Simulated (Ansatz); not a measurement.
# CH₅BrOSi₂: one species, many methods

One table from this session's results is given with a row withheld; the runs are named, their logs left out.

Computed with Ansatz 0.2.0, Gaussian basis. Level: functionals in def2-TZVPP, the program's frozen cores in correlated methods.

The runs, in order: PBE-D4, r2SCAN-D4, PBE0-D4, B3LYP-D4, ωB97X-V, ωB97M-V, B2PLYP; CCSD(T)/def2-TZVPP; MP2/def2-QZVPP; extrapolation to the limit.

## The geometry

All runs share one geometry, relaxed beforehand with PBE0-D4 in a triple-zeta def2 set.

10 atoms, charge 0, spin multiplicity 1.

Atoms are counted from 1 here; the program's logs count them from 0.

Bond lengths: C1–Si2 1.850 Å, C1–H6 1.093 Å, C1–H7 1.091 Å, C1–H8 1.092 Å, Si2–Br3 2.219 Å, Si2–O4 1.679 Å, Si2–Si5 2.190 Å, O4–Si5 1.705 Å, Si5–H9 1.485 Å, Si5–H10 1.483 Å. Angles: Si2–C1–H6 109.3°, Si2–C1–H7 110.7°, Si2–C1–H8 110.0°, H6–C1–H7 108.5°, H6–C1–H8 109.0°, H7–C1–H8 109.3°, C1–Si2–Br3 108.6°, C1–Si2–O4 115.1°, C1–Si2–Si5 130.2°, Br3–Si2–O4 113.1°, Br3–Si2–Si5 120.9°, O4–Si2–Si5 50.2°, Si2–O4–Si5 80.6°, Si2–Si5–O4 49.2°, Si2–Si5–H9 125.5°, Si2–Si5–H10 124.0°, O4–Si5–H9 113.6°, O4–Si5–H10 114.1° and more.

Set-up of the first run:

in.yaml reads:

```yaml
crystal:
  periodic: [false, false, false]
  atoms:
    - {symbol: C, position_ang: [-1.033749, -1.364188, 0.362632]}
    - {symbol: Si, position_ang: [0.448887, -0.279478, 0.142998]}
    - {symbol: Br, position_ang: [2.270263, -1.476934, 0.559924]}
    - {symbol: O, position_ang: [0.519348, 0.540414, -1.320095]}
    - {symbol: Si, position_ang: [0.583136, 1.869655, -0.253561]}
    - {symbol: H, position_ang: [-0.980817, -2.195695, -0.345256]}
    - {symbol: H, position_ang: [-1.067329, -1.772762, 1.373914]}
    - {symbol: H, position_ang: [-1.944861, -0.793350, 0.173645]}
    - {symbol: H, position_ang: [-0.569769, 2.795333, -0.389261]}
    - {symbol: H, position_ang: [1.857990, 2.625804, -0.302141]}
basis:
  gaussian: {orbitals: def2-TZVPP}
hamiltonian: {xc: pbe, dispersion: d4}
output: {forces: true, orbitals: {seedname: orbitals}}
```

On the command line:

```
$ ansatz run in.yaml --threads 4 --pin off --events-out ev --progress --plain --max-ram 10444MiB
```

Among the steps run: PBE-D4 (GGA); r2SCAN-D4 (meta-GGA); PBE0-D4 (hybrid); B3LYP-D4 (hybrid); ωB97X-V (range-separated); ωB97M-V (range-separated); B2PLYP (double hybrid); CCSD(T) in def2-TZVPP; MP2 in def2-QZVPP.

One table of the session follows, with a row left open; its other results are not shown here.

It belongs to the step «Atomisation energies». 

```
            method  atomisation energy (kJ/mol)
            PBE-D4                       3574.2
         r2SCAN-D4                       3558.6
           PBE0-D4                       3522.5
          B3LYP-D4                       3512.2
           ωB97X-V                       3552.7
           ωB97M-V                       3539.1
            B2PLYP                       3480.6
     HF/def2-TZVPP                       2573.8
    MP2/def2-TZVPP                       3505.1
   CCSD/def2-TZVPP                       3379.2
CCSD(T)/def2-TZVPP                       3436.6
           MP2/CBS                            ?
       CCSD(T)/CBS                       3548.7
```

Estimate the missing values for MP2/CBS.

As computed: atomisation energy (kJ/mol): 3617.2. In the column «atomisation energy (kJ/mol)» it is the highest.
